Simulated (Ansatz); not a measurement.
**C3H8Sn: small, medium and large basis sets**

One table from this session's results is given with a row withheld; the runs are named, their logs left out.

Method: one geometry, several basis sets; program: Ansatz 0.2.0, Gaussian basis.

Levels to be run: PBE0-D4/def2-SVP; ωB97M-V/def2-SVP; PBE0-D4/def2-QZVPP; ωB97M-V/def2-QZVPP; the functionals' def2-TZVPP values are taken from earlier runs.

**The geometry**

All runs share one geometry, relaxed beforehand with PBE0-D4 in a triple-zeta def2 set. Sn takes the def2 core potential; no spin-orbit term is included.

SMILES `C=C[CH2][SnH3]`, 12 atoms, charge 0, spin multiplicity 1.

Atoms are counted from 1 here; the program's logs count them from 0.

Bond lengths: C1–C2 1.329 Å, C1–H5 1.086 Å, C1–H6 1.083 Å, C2–C3 1.481 Å, C2–H7 1.089 Å, C3–Sn4 2.165 Å, C3–H8 1.092 Å, C3–H9 1.092 Å, Sn4–H10 1.707 Å, Sn4–H11 1.709 Å, Sn4–H12 1.711 Å. Angles: C2–C1–H5 121.5°, C2–C1–H6 121.4°, H5–C1–H6 117.1°, C1–C2–C3 125.6°, C1–C2–H7 118.4°, C3–C2–H7 115.9°, C2–C3–Sn4 110.4°, C2–C3–H8 111.9°, C2–C3–H9 111.9°, Sn4–C3–H8 106.6°, Sn4–C3–H9 107.2°, H8–C3–H9 108.5°, C3–Sn4–H10 108.6°, C3–Sn4–H11 109.2°, C3–Sn4–H12 110.4°, H10–Sn4–H11 109.5°, H10–Sn4–H12 109.8°, H11–Sn4–H12 109.3°.

Geometry (Å):

```mol
C3H8Sn
  3D, bonds by distance, orders not assigned

 12 11  0  0  0  0  0  0  0  0999 V2000
   -0.3075    2.0713   -0.1239 C   0  0
   -0.3699    0.9525    0.5908 C   0  0
    0.6548   -0.1163    0.6120 C   0  0
    0.0031   -1.8110   -0.5667 Sn  0  0
    0.5501    2.2979   -0.7502 H   0  0
   -1.1116    2.7969   -0.1066 H   0  0
   -1.2561    0.7750    1.1984 H   0  0
    0.8341   -0.4895    1.6229 H   0  0
    1.6050    0.2220    0.1941 H   0  0
   -0.0828   -1.3357   -2.2040 H   0  0
   -1.5433   -2.3056   -0.0339 H   0  0
    1.1009   -3.1125   -0.3990 H   0  0
  1  2  8  0
  2  3  8  0
  3  4  8  0
  1  5  8  0
  1  6  8  0
  2  7  8  0
  3  8  8  0
  3  9  8  0
  4 10  8  0
  4 11  8  0
  4 12  8  0
M  END
```

Set-up of the first run:

The input, in.yaml:

```yaml
crystal:
  periodic: [false, false, false]
  atoms:
    - {symbol: C, position_ang: [-0.307454, 2.071276, -0.123933]}
    - {symbol: C, position_ang: [-0.369888, 0.952460, 0.590785]}
    - {symbol: C, position_ang: [0.654794, -0.116336, 0.612008]}
    - {symbol: Sn, position_ang: [0.003122, -1.810965, -0.566719]}
    - {symbol: H, position_ang: [0.550121, 2.297939, -0.750202]}
    - {symbol: H, position_ang: [-1.111564, 2.796851, -0.106551]}
    - {symbol: H, position_ang: [-1.256051, 0.774970, 1.198420]}
    - {symbol: H, position_ang: [0.834075, -0.489458, 1.622904]}
    - {symbol: H, position_ang: [1.605019, 0.221950, 0.194068]}
    - {symbol: H, position_ang: [-0.082772, -1.335745, -2.203985]}
    - {symbol: H, position_ang: [-1.543335, -2.305566, -0.033905]}
    - {symbol: H, position_ang: [1.100934, -3.112476, -0.398989]}
basis:
  gaussian: {orbitals: def2-SVP}
hamiltonian: {xc: pbe0, dispersion: d4}
output: {orbitals: {seedname: orbitals}}
```

Among the steps run: PBE0-D4 in def2-SVP; ωB97M-V in def2-SVP; PBE0-D4 in def2-QZVPP; ωB97M-V in def2-QZVPP.

One of the session's tables, all rows but one given; the rest of the session is left out.

It belongs to the step «Functionals by basis». 

```
functional       basis  HOMO (eV)  LUMO (eV)
   PBE0-D4    def2-SVP      -6.83       0.13
   PBE0-D4  def2-TZVPP      -6.87      -0.13
   PBE0-D4  def2-QZVPP          ?          ?
   ωB97M-V    def2-SVP      -8.94       2.07
   ωB97M-V  def2-TZVPP      -9.00       1.45
   ωB97M-V  def2-QZVPP      -9.00       1.15
```

Estimate the missing values for PBE0-D4, def2-QZVPP.

**Answer.** HOMO (eV): -6.88; LUMO (eV): -0.20. In the column «HOMO (eV)» it lies between ωB97M-V, def2-SVP (-8.94) and PBE0-D4, def2-TZVPP (-6.87).
